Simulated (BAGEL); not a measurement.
# One shape, several levels: ZnAlH3O (SMILES [OH][AlH][ZnH])

Aim: a comparison of 3 runs (HF/3-21G, HF/def2-SVPD, B3LYP/6-31G*) of ZnAlH3O. 

The calculation is run with BAGEL 1.2.2.

10 further runs of the same task are left out: 2 for a known fault of the program, 8 that didn't finish. Runs told in other sessions of the task aren't counted.

### Step 1. The molecule

The species is ZnAlH3O (6 atoms), meant as a singlet with charge 0. SMILES: `[OH][AlH][ZnH]`. The Al2–Zn3 distance was set to 5.418 Å, away from the relaxed value. At this shape a bond of the SMILES string is far longer than usual.

Bond lengths: O1–Al2 1.650 Å, O1–H4 0.950 Å, Al2–H5 1.565 Å, Zn3–H6 1.604 Å. Angles: O1–Al2–H5 117.7°, Al2–O1–H4 173.7°.

### Step 2. The energy at HF/3-21G (density fitting with qzvpp-jkfit) (run 1)

hf.json reads:

```json
{ "bagel" : [

{
  "title" : "molecule",
  "basis" : "3-21g",
  "df_basis" : "qzvpp-jkfit",
  "angstrom" : "true",
  "geometry" : [
    { "atom" : "O", "xyz" : [   -3.111455,    0.060554,   -3.052975 ] },
    { "atom" : "Al", "xyz" : [   -1.879035,    1.140884,   -2.864655 ] },
    { "atom" : "Zn", "xyz" : [    1.366890,    0.005720,    1.322370 ] },
    { "atom" : "H", "xyz" : [   -3.848435,   -0.506956,   -3.246535 ] },
    { "atom" : "H", "xyz" : [   -1.779385,    2.316864,   -3.893065 ] },
    { "atom" : "H", "xyz" : [    2.169360,   -0.540320,    2.599480 ] }
  ]
},
{
  "title" : "hf"
},
{
  "title" : "print",
  "file" : "orbitals.molden",
  "orbitals" : "true"
}

]}
```

Started as:

```sh
BAGEL_NUM_THREADS=1 BAGEL hf.json > hf.out
```

What it wrote:

```text
* using 1 threads per process

  ===============================================================
  ===============================================================

  *** Geometry ***

  { "atom" : "O", "xyz" : [     -5.879798,      0.114430,     -5.769287 ] },
  { "atom" : "Al", "xyz" : [     -3.550862,      2.155958,     -5.413413 ] },
  { "atom" : "Zn", "xyz" : [      2.583048,      0.010809,      2.498917 ] },
  { "atom" : "H", "xyz" : [     -7.272488,     -0.958008,     -6.135062 ] },
  { "atom" : "H", "xyz" : [     -3.362550,      4.378238,     -7.356827 ] },
  { "atom" : "H", "xyz" : [      4.099496,     -1.021057,      4.912305 ] },

  Number of auxiliary basis functions:      523

  Since a DF basis is specified, we compute 2- and 3-index integrals:
    o Being stored without compression. Storage requirement is 0.013 GB

  Number of basis functions:       55
  Number of electrons      :       54

    * METHOD: MOLECULE                             0.21

  *** RHF ***

  === Nuclear Repulsion ===
   121.1958983842

      * DIIS with orbital gradients will be used.

  === RHF iteration (3-21g) ===
      0      -2085.36379535          0.02698411           0.05
      1      -2085.38714449          0.02812509           0.05
      2      -2085.61790258          0.00249664           0.05
      3      -2085.62399533          0.00078193           0.05
      4      -2085.62464412          0.00024025           0.05
      5      -2085.62469653          0.00005793           0.05
      6      -2085.62469992          0.00001481           0.05
      7      -2085.62470016          0.00000329           0.05
      8      -2085.62470017          0.00000112           0.05
      9      -2085.62470017          0.00000049           0.05
     10      -2085.62470017          0.00000014           0.05
     11      -2085.62470017          0.00000006           0.05
     12      -2085.62470017          0.00000002           0.05
     13      -2085.62470017          0.00000001           0.05
    * SCF iteration converged.

    * Permanent dipole moment:
           (    0.453734,     0.219848,     0.232655) a.u.

    * METHOD: HF                                   0.87

    * METHOD: PRINT                                0.01

  ===============================================================
```

Run time: 1.2 s. Hardware: 1 thread of Arm Neoverse V1, shared host; peak memory 0.093 GiB.

### Step 3. The energy at HF/def2-SVPD (density fitting with qzvpp-jkfit) (run 2)

input.json reads:

```json
{ "bagel" : [

{
  "title" : "molecule",
  "basis" : "def2-svpd.json",
  "df_basis" : "qzvpp-jkfit",
  "angstrom" : true,
  "geometry" : [
    { "atom" : "O", "xyz" : [      -3.111455,       0.060554,      -3.052975 ] },
    { "atom" : "Al", "xyz" : [      -1.879035,       1.140884,      -2.864655 ] },
    { "atom" : "Zn", "xyz" : [       1.366890,       0.005720,       1.322370 ] },
    { "atom" : "H", "xyz" : [      -3.848435,      -0.506956,      -3.246535 ] },
    { "atom" : "H", "xyz" : [      -1.779385,       2.316864,      -3.893065 ] },
    { "atom" : "H", "xyz" : [       2.169360,      -0.540320,       2.599480 ] }
  ]
},

{ "title" : "hf" },

{ "title" : "print", "file" : "orbitals.molden", "orbitals" : true }

]}
```

The basis set def2-SVPD is read from a file made from the Basis Set Exchange's data (not shown).

Started as:

```sh
BAGEL_NUM_THREADS=1 BAGEL input.json > input.out
```

What it wrote:

```text
* using 1 threads per process

  ===============================================================
  ===============================================================

  *** Geometry ***

  { "atom" : "O", "xyz" : [     -5.879798,      0.114430,     -5.769287 ] },
  { "atom" : "Al", "xyz" : [     -3.550862,      2.155958,     -5.413413 ] },
  { "atom" : "Zn", "xyz" : [      2.583048,      0.010809,      2.498917 ] },
  { "atom" : "H", "xyz" : [     -7.272488,     -0.958008,     -6.135062 ] },
  { "atom" : "H", "xyz" : [     -3.362550,      4.378238,     -7.356827 ] },
  { "atom" : "H", "xyz" : [      4.099496,     -1.021057,      4.912305 ] },

  Number of auxiliary basis functions:      523

  Since a DF basis is specified, we compute 2- and 3-index integrals:
    o Being stored without compression. Storage requirement is 0.046 GB

  Number of basis functions:      105
  Number of electrons      :       54

    * METHOD: MOLECULE                             0.30

  *** RHF ***

  === Nuclear Repulsion ===
   121.1958983842

      * DIIS with orbital gradients will be used.

  === RHF iteration (def2-svpd.json) ===
      0      -2095.44613494          0.02210765           0.12
      1      -2095.20792676          0.03420081           0.12
      2      -2095.83243040          0.00288592           0.12
      3      -2095.84578520          0.00090738           0.12
      4      -2095.84752810          0.00036084           0.12
      5      -2095.84768678          0.00012604           0.12
      6      -2095.84770807          0.00003909           0.12
      7      -2095.84771030          0.00001135           0.12
      8      -2095.84771048          0.00000386           0.12
      9      -2095.84771051          0.00000117           0.11
     10      -2095.84771051          0.00000046           0.11
     11      -2095.84771051          0.00000019           0.11
     12      -2095.84771051          0.00000008           0.11
     13      -2095.84771051          0.00000004           0.11
     14      -2095.84771051          0.00000001           0.11
     15      -2095.84771051          0.00000001           0.11
    * SCF iteration converged.

    * Permanent dipole moment:
           (    0.314830,     0.196079,     0.121692) a.u.

    * METHOD: HF                                   2.10

    * METHOD: PRINT                                0.03

  ===============================================================
```

Run time: 2.5 s. Hardware: 1 thread of Arm Neoverse V1, shared host; peak memory 0.16 GiB.

### Step 4. A single-point energy at B3LYP/6-31G(d) (density fitting with qzvpp-jkfit, spherical functions) (run 3)

job.json reads:

```json
{ "bagel": [

{
  "title": "molecule",
  "basis": "6-31gs.json",
  "df_basis": "qzvpp-jkfit",
  "angstrom": true,
  "geometry": [
    { "atom": "O", "xyz": [   -3.111455,    0.060554,   -3.052975 ] },
    { "atom": "Al", "xyz": [   -1.879035,    1.140884,   -2.864655 ] },
    { "atom": "Zn", "xyz": [    1.366890,    0.005720,    1.322370 ] },
    { "atom": "H", "xyz": [   -3.848435,   -0.506956,   -3.246535 ] },
    { "atom": "H", "xyz": [   -1.779385,    2.316864,   -3.893065 ] },
    { "atom": "H", "xyz": [    2.169360,   -0.540320,    2.599480 ] }
  ]
},
{ "title": "ks", "xc_func": "b3lyp" },
{ "title": "print", "file": "orbitals.molden", "orbitals": true }

]}
```

The basis set 6-31G* is read from a file made from the Basis Set Exchange's data (not shown).

Started as:

```sh
BAGEL_NUM_THREADS=1 BAGEL job.json > job.out
```

What it wrote:

```text
* using 1 threads per process

  ===============================================================
  ===============================================================

  *** Geometry ***

  { "atom" : "O", "xyz" : [     -5.879798,      0.114430,     -5.769287 ] },
  { "atom" : "Al", "xyz" : [     -3.550862,      2.155958,     -5.413413 ] },
  { "atom" : "Zn", "xyz" : [      2.583048,      0.010809,      2.498917 ] },
  { "atom" : "H", "xyz" : [     -7.272488,     -0.958008,     -6.135062 ] },
  { "atom" : "H", "xyz" : [     -3.362550,      4.378238,     -7.356827 ] },
  { "atom" : "H", "xyz" : [      4.099496,     -1.021057,      4.912305 ] },

  Number of auxiliary basis functions:      523

  Since a DF basis is specified, we compute 2- and 3-index integrals:
    o Being stored without compression. Storage requirement is 0.022 GB

  Number of basis functions:       72
  Number of electrons      :       54

    * METHOD: MOLECULE                             0.28

  *** Kohn-Sham DFT ***

    * Removing 7234 points whose weight is below 1.00e-10
    * Grid points: 82202

  === Nuclear Repulsion ===
   121.1958983842

       - DIIS with orbital gradients will be used.

  === KS iteration (b3lyp / 6-31gs.json) ===
      0      -1997.40431709          0.05798364           0.31
      1      -1763.26427217          0.17407827           0.29
      2      -1751.01019459          0.10097416           0.29
      3      -1812.14819078          0.11304711           0.29
      4      -2085.82518854          0.13260508           0.29
      5      -2090.87169926          0.10208790           0.29
      6      -2095.27342971          0.08416342           0.29
      7      -2092.44593974          0.08021279           0.29
      8      -2056.95804823          0.09470957           0.29
      9      -2081.69415929          0.13957235           0.29
[... 34 lines of this table left out ...]
     44      -2098.45394791          0.00000023           0.29
     45      -2098.45394791          0.00000014           0.29
     46      -2098.45394791          0.00000002           0.29
     47      -2098.45394791          0.00000001           0.29
    * SCF iteration converged.

    * Permanent dipole moment:
           (    0.511015,     0.198070,     0.312294) a.u.

    * METHOD: KS                                  14.31

    * METHOD: PRINT                                0.01

  ===============================================================
```

Wall time 15 s (1 thread of Arm Neoverse V1, shared host); peak memory 0.33 GiB.

### Step 5. Overview of the runs

```csv
run,level,energy (Eh),dipole moment (D),HOMO energy (eV),LUMO energy (eV),wall time
1,HF/3-21G (density fitting with qzvpp-jkfit),-2085.624700,1.41,-5.21,-0.79,1.2 s
2,HF/def2-SVPD (density fitting with qzvpp-jkfit),-2095.847711,0.99,-5.39,-1.00,2.5 s
3,"B3LYP/6-31G* (density fitting with qzvpp-jkfit, spherical functions)",-2098.453948,1.60,-4.35,-3.21,15 s
```

### Step 6. Results

```
            quantity           value
 run 3: total energy  -2098.45395 Eh
run 3: dipole moment          1.60 D
  run 3: HOMO energy        -4.35 eV
  run 3: LUMO energy        -3.21 eV
run 3: HOMO–LUMO gap         1.14 eV
```

What this shows: The dipole moment (its size) runs from 0.99 D (HF/def2-SVPD) to 1.60 D (B3LYP/6-31G*). The two ends differ in method and basis. The HOMO–LUMO gap runs from 1.14 eV (B3LYP/6-31G*) to 4.42 eV (HF/3-21G). In all runs a closed-shell determinant meets a far-stretched bond; if it breaks into open shells, such a determinant describes it badly, and no broken-symmetry solution was shown. All runs together took 19 s, the longest 15 s.
